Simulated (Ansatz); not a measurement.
# Co13Si7: the cost of one run

Method: DFT PBE, scalar-relativistic, plane waves, PAW, in Ansatz 0.2.0.

**1. Starting point**

The cell holds 20 atoms (Co13Si7): a = 6.500 Å, b = 6.204 Å, c = 6.360 Å, α = 92.92°, β = 85.17°, γ = 89.87°.

13 Co, 7 Si were thrown into a skewed cell at random, at 1.00 times a reference volume of the solid, and pushed apart as soft spheres.

Coordinates:

```
CELL_PARAMETERS angstrom
6.49395 0.01058 0.27108
0.01058 6.20186 -0.16060
0.27108 -0.16060 6.35202
ATOMIC_POSITIONS crystal
Co 0.41062 0.89915 0.13985
Co 0.21921 0.13424 0.90892
Co 0.45505 0.56270 0.33770
Co 0.37378 0.61515 0.83631
Co 0.92941 0.04619 0.56999
Co 0.09242 0.48504 0.09563
Co 0.83171 0.15558 0.00697
Co 0.71778 0.63444 0.00712
Co 0.31436 0.91563 0.56965
Co 0.70687 0.52255 0.61377
Co 0.21360 0.20863 0.33544
Co 0.07105 0.61601 0.47851
Co 0.01706 0.87700 0.19703
Si 0.03042 0.78581 0.82275
Si 0.67398 0.22602 0.35952
Si 0.67306 0.86721 0.38386
Si 0.00107 0.37602 0.75340
Si 0.42175 0.28451 0.61840
Si 0.56492 0.03230 0.79976
Si 0.50354 0.32665 0.03249
```

**2. Stage at 2520 K**

The cutoff is lowered while the worst contacts of the packing are taken out. One k point, a Fermi-Dirac width of 0.217 eV and a fixed cell.

input.yaml

```yaml
crystal:
  lattice:
    - [6.493951, 0.010582, 0.271078]
    - [0.010582, 6.201858, -0.160602]
    - [0.271078, -0.160602, 6.352022]
  atoms:
    - { symbol: Co, position: [0.4106213924, 0.8991502452, 0.139847024] }
    - { symbol: Co, position: [0.2192102865, 0.1342390293, 0.9089173342] }
    - { symbol: Co, position: [0.4550535294, 0.5627005386, 0.3377017767] }
    - { symbol: Co, position: [0.3737783502, 0.6151535837, 0.836307406] }
    - { symbol: Co, position: [0.9294148803, 0.0461941869, 0.5699897249] }
    - { symbol: Co, position: [0.0924206388, 0.4850428725, 0.0956257354] }
    - { symbol: Co, position: [0.8317104608, 0.1555845084, 0.0069657379] }
    - { symbol: Co, position: [0.7177785916, 0.6344428691, 0.0071221519] }
    - { symbol: Co, position: [0.3143625194, 0.9156292511, 0.5696515143] }
    - { symbol: Co, position: [0.706871951, 0.5225455979, 0.6137687468] }
    - { symbol: Co, position: [0.2136028682, 0.2086306796, 0.3354368233] }
    - { symbol: Co, position: [0.0710514123, 0.6160113791, 0.4785147006] }
    - { symbol: Co, position: [0.017057255, 0.8769979346, 0.1970299736] }
    - { symbol: Si, position: [0.0304155405, 0.7858088822, 0.8227535462] }
    - { symbol: Si, position: [0.6739789468, 0.2260214818, 0.3595156172] }
    - { symbol: Si, position: [0.6730627886, 0.8672087189, 0.3838601824] }
    - { symbol: Si, position: [0.0010723812, 0.3760178707, 0.7533984753] }
    - { symbol: Si, position: [0.421750215, 0.2845092443, 0.6184012423] }
    - { symbol: Si, position: [0.564920384, 0.0323022792, 0.7997625347] }
    - { symbol: Si, position: [0.5035409931, 0.3266497242, 0.0324874266] }
  symmetry: { detect: false }
basis:
  ecutwfc: 320
  xc_grid: 1
kpoints:
  mp_grid: { grid: [1, 1, 1], shift: [0.25, 0.25, 0.25] }
hamiltonian:
  xc: pbe
scf:
  occupations: { method: fermi_dirac, width: 0.2172 }
  lower_state_search: "off"
  convergence: { dr2_threshold: 1.0e-05 }
output:
  forces: true
  stress: true
md:
  timestep: 3.0
  n_steps: 24
  ensemble: nvt_langevin
  friction: 0.03
  temperature: 2520.0
  initial_velocities: maxwell_boltzmann
  seed: 98107
```

Launch:

```
$ ansatz run input.yaml --threads 2 --pin off --max-ram 5120MiB --backend cpu --events-out ev --progress --plain --runs-dir out
```

Q: Estimate wall time and peak memory on 2 threads of Intel Xeon at 2.50GHz (Skylake/Cascade Lake), shared host.

About 86 s, with a peak of 0.47 GiB.
